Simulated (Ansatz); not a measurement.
# Ba3B2: the cost of one run

Program: Ansatz 0.2.0. Level of theory: DFT PBE, scalar-relativistic, plane waves, PAW. These are calculated values, not measurements.

## 1. Starting point

The structure is trigonal, space group R-3m (No. 166). The conventional cell has a = 7.351 Å, b = 7.351 Å, c = 9.842 Å, α = 90.00°, β = 90.00°, γ = 120.00°. Ba (site symmetry 2/m) is surrounded by 6 B at 3.27 to 3.76 Å and 8 Ba at 3.68 to 3.91 Å. B (site symmetry 3m) has 1 B at 1.58 Å in its first shell of neighbours.

Structure file:

```xyz
5
Lattice="3.6756 2.1221 3.2806 -3.6756 2.1221 3.2806 0.0000 -4.2442 3.2806" Properties=species:S:1:pos:R:3 pbc="T T T"
Ba    0.0000    2.1221    3.2806
Ba   -1.8378   -1.0610    3.2806
Ba    1.8378   -1.0610    3.2806
B     0.0000    0.0000    9.0511
B     0.0000    0.0000    0.7908
```

The cell was relaxed beforehand at this level, from a generated guess; it needn't be the stable form of this composition. At a tolerance of 0.05 Å it has space group R-3m (No. 166); it has 30.71 Å³/atom, an uncorrected energy of +0.46 eV/atom over the elements.

## 2. Bands, states and charges

Contents of input.yaml:

```yaml
crystal:
  lattice:
    - [3.6755704177, 2.1220915701, 3.2806105451]
    - [-3.6755704177, 2.1220915701, 3.2806105451]
    - [0.0, -4.2441831402, 3.2806105451]
  atoms:
    - { symbol: Ba, position: [0.5, 0.5, 0.0] }
    - { symbol: Ba, position: [0.0, 0.5, 0.5] }
    - { symbol: Ba, position: [0.5, 0.0, 0.5] }
    - { symbol: B, position: [0.9196532502, 0.9196532502, 0.9196532502] }
    - { symbol: B, position: [0.0803467498, 0.0803467498, 0.0803467498] }
basis:
  ecutwfc: 420
kpoints:
  mp_grid: { grid: [6, 6, 6] }
  band_path:
    path:
      - [[0.0, 0.0, 0.0], [0.5, 0.5, 0.5], [0.55438252, 0.44561748, 0.5]]
      - [[0.5, -0.44561748, 0.44561748], [0.5, 0.0, 0.0], [0.0, 0.0, 0.0], [0.47280874, -0.47280874, 0.0]]
      - [[0.52719126, 0.0, 0.47280874], [0.5, 0.0, 0.5], [0.0, 0.0, 0.0]]
    npoints: 14
hamiltonian:
  xc: pbe
scf:
  occupations: { method: gaussian, width: 0.1 }
  n_extra_bands: 12
output:
  forces: true
  stress: true
  eigenvalues: true
  populations: true
  dos: { projected: true, de: 0.02, nscf_kmesh: { grid: [8, 8, 8] } }
  bader: true
  write_density: true
  write_potential: true
  elf: true
  volumetric_format: npy
```

Started as:

```
> ansatz run input.yaml --threads 1 --pin off --max-ram 2560MiB --backend cpu --events-out ev --progress --plain --runs-dir out
```

Q: Estimate wall time and peak memory on 1 thread of AMD EPYC 7B13 (Zen 3), shared host.

About 66 s, with a peak of 0.55 GiB.
